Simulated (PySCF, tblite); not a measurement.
**CH₈O₄PSi₂ radical, a small gas-phase stand-in for a defect centre (Si site with back bonds [SiH3], C, OP(=O)(O)O): EPR parameters**

Aim: the EPR parameters of `C[Si]([SiH3])OP(=O)(O)O`. It is drawn as: dangling bond.

Programs: tblite 0.8.0 and PySCF 2.14.0. All values are calculated, for the isolated system unless a continuum is named. Atoms count from 0, parts from 1.

### 1 The system as given

16 atoms, charge 0, multiplicity 2; geometry: distance geometry start.

### 2 Relaxing the cluster with GFN2-xTB

Job settings and geometry (Å):

```
{"job": {"kind": "relax", "xc": "GFN2-xTB", "basis": "xTB"}, "charge": 0, "multiplicity": 2}
Si    -0.328388     0.779687    -0.837670
Si    -1.368222     1.547779     0.949104
C     -0.230806     1.910786    -2.269766
O      1.117137    -0.213200    -0.544132
P      1.057775    -1.892873    -0.084770
O      1.631956    -2.860890    -1.395813
O      2.056062    -2.108321     1.296474
O     -0.571005    -2.348239     0.322256
H     -1.178304     0.656240     2.035941
H     -0.845574     2.830683     1.285376
H     -2.767124     1.659637     0.660623
H     -1.030526     2.553822    -2.267693
H      0.662561     2.461579    -2.232220
H     -0.244386     1.357700    -3.164850
H      2.740980    -1.476549     1.621148
H     -1.340260    -2.134215    -0.205418
```

Level: GFN2-xTB geometry optimisation, gas phase.

Started as:

```bash
OMP_NUM_THREADS=1 python cluster_run.py task.json out
```

The driver reads the jobs from task.json and runs them one after another.

**Question.** The jobs that follow are: PBE0-D3(BJ)/def2-SVP geometry optimisation, gas phase; UKS B3LYP, IGLO-III on C O P Si, pcH-1 on H, non-relativistic, mean-field spin-orbit, GIAO; UKS BHandHLYP, IGLO-III on C O P Si, pcH-1 on H, non-relativistic, mean-field spin-orbit, GIAO. Predict: point group; rotational constants (main isotopes); g(iso) (B3LYP); ⟨S²⟩; largest a(iso); potential on the surface of density 0.002 e/bohr³, 1st and 99th percentile.

As calculated:

| quantity | value |
| --- | --- |
| point group | C1 |
| rotational constants (main isotopes) | 1.81, 0.81, 0.66 GHz |
| g(iso) (B3LYP) | 2.00256 |
| ⟨S²⟩ | 0.752 (exact 0.75) |
| largest a(iso) | 29Si on Si0, -533.3 MHz |
| potential on the surface of density 0.002 e/bohr³, 1st and 99th percentile | -1.85 V and 2.72 V |

**Reading.** The start of the PBE0/def2-SVP relaxation was shaken at random by about 0.01 Å, so part of the energy gained, and of the first lengths quoted, undoes that. Over 16 steps the energy fell by 0.501 eV; of the close pairs, Si0–C2 changed most, 1.928 to 1.874 Å (PBE0/def2-SVP). Si0 carries the largest spin population, 0.85 e. The isotropic g lies 0.2 ppt above the free-electron value. The coupling of 29Si on Si0 runs from -570.6 (BHandHLYP/IGLO-III+pcH-1) to -533.3 MHz (B3LYP/IGLO-III+pcH-1). A capped cluster stands for the solid here, so long-range fields and strain are missing, and bands or shifts of the capping hydrogens have no counterpart in it.
